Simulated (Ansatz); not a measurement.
# CH₉NOSi₂: up Jacob's ladder to CCSD(T)

The task here is to estimate one member of a computed series from the others.

Method: functionals in def2-TZVPP, the program's frozen cores in correlated methods; program: Ansatz 0.2.0, Gaussian basis.

The runs, in order: PBE-D4, r2SCAN-D4, PBE0-D4, B3LYP-D4, ωB97X-V, ωB97M-V, B2PLYP; CCSD(T)/def2-TZVPP; MP2/def2-QZVPP; extrapolation to the limit.

**The relaxed structure**

An earlier PBE0-D4 in a triple-zeta def2 set relaxation fixed the geometry.

SMILES `C[SiH2]N[SiH2]O`, 14 atoms, charge 0, spin multiplicity 1.

Atoms are counted from 1 here; the program's logs count them from 0.

Bond lengths: C1–Si2 1.865 Å, C1–H6 1.092 Å, C1–H7 1.093 Å, C1–H8 1.093 Å, Si2–N3 1.733 Å, Si2–H9 1.492 Å, Si2–H10 1.487 Å, N3–Si4 1.718 Å, N3–H11 1.010 Å, Si4–O5 1.646 Å, Si4–H12 1.488 Å, Si4–H13 1.479 Å, O5–H14 0.958 Å. Angles: Si2–C1–H6 110.9°, Si2–C1–H7 111.0°, Si2–C1–H8 110.6°, H6–C1–H7 108.1°, H6–C1–H8 108.4°, H7–C1–H8 107.7°, C1–Si2–N3 112.2°, C1–Si2–H9 108.4°, C1–Si2–H10 111.0°, N3–Si2–H9 111.1°, N3–Si2–H10 105.6°, H9–Si2–H10 108.5°, Si2–N3–Si4 127.4°, Si2–N3–H11 117.0°, Si4–N3–H11 115.5°, N3–Si4–O5 114.5°, N3–Si4–H12 105.7°, N3–Si4–H13 110.8° and more.

The first run:

in.yaml

```yaml
crystal:
  periodic: [false, false, false]
  atoms:
    - {symbol: C, position_ang: [1.723384, 0.296087, 1.753387]}
    - {symbol: Si, position_ang: [1.025085, 0.438338, 0.030006]}
    - {symbol: N, position_ang: [-0.275163, -0.673912, -0.242423]}
    - {symbol: Si, position_ang: [-1.873089, -0.307057, -0.755820]}
    - {symbol: O, position_ang: [-1.990342, 0.198262, -2.318132]}
    - {symbol: H, position_ang: [0.955496, 0.500062, 2.502994]}
    - {symbol: H, position_ang: [2.118021, -0.707384, 1.934668]}
    - {symbol: H, position_ang: [2.542446, 1.006027, 1.896698]}
    - {symbol: H, position_ang: [2.131375, 0.220194, -0.946322]}
    - {symbol: H, position_ang: [0.449473, 1.789535, -0.201722]}
    - {symbol: H, position_ang: [-0.072267, -1.655736, -0.121297]}
    - {symbol: H, position_ang: [-2.659591, -1.552507, -0.541752]}
    - {symbol: H, position_ang: [-2.422115, 0.834152, 0.008114]}
    - {symbol: H, position_ang: [-1.652713, -0.386062, -2.998400]}
basis:
  gaussian: {orbitals: def2-TZVPP}
hamiltonian: {xc: pbe, dispersion: d4}
output: {forces: true, orbitals: {seedname: orbitals}}
```

Started as:

```console
ansatz run in.yaml --threads 2 --pin off --events-out ev --progress --plain --max-ram 32768MiB --backend cuda --devices 0, --max-vram 18GiB
```

Among the steps run: PBE-D4 (GGA); r2SCAN-D4 (meta-GGA); PBE0-D4 (hybrid); B3LYP-D4 (hybrid); ωB97X-V (range-separated); ωB97M-V (range-separated); B2PLYP (double hybrid); CCSD(T) in def2-TZVPP; MP2 in def2-QZVPP.

One of the session's tables, all rows but one given; the rest of the session is left out.

```
            method  atomisation energy (kJ/mol)
            PBE-D4                       4989.1
         r2SCAN-D4                       4967.6
           PBE0-D4                       4934.0
          B3LYP-D4                            ?
           ωB97X-V                       5004.6
           ωB97M-V                       4997.8
            B2PLYP                       4924.9
     HF/def2-TZVPP                       3668.7
    MP2/def2-TZVPP                       4894.8
   CCSD/def2-TZVPP                       4798.7
CCSD(T)/def2-TZVPP                       4855.0
           MP2/CBS                       5034.8
       CCSD(T)/CBS                       4995.1
```

**Question.** Estimate the row for B3LYP-D4.

The run gave: atomisation energy (kJ/mol): 4980.7. In the column «atomisation energy (kJ/mol)» it lies between r2SCAN-D4 (4967.6) and PBE-D4 (4989.1).
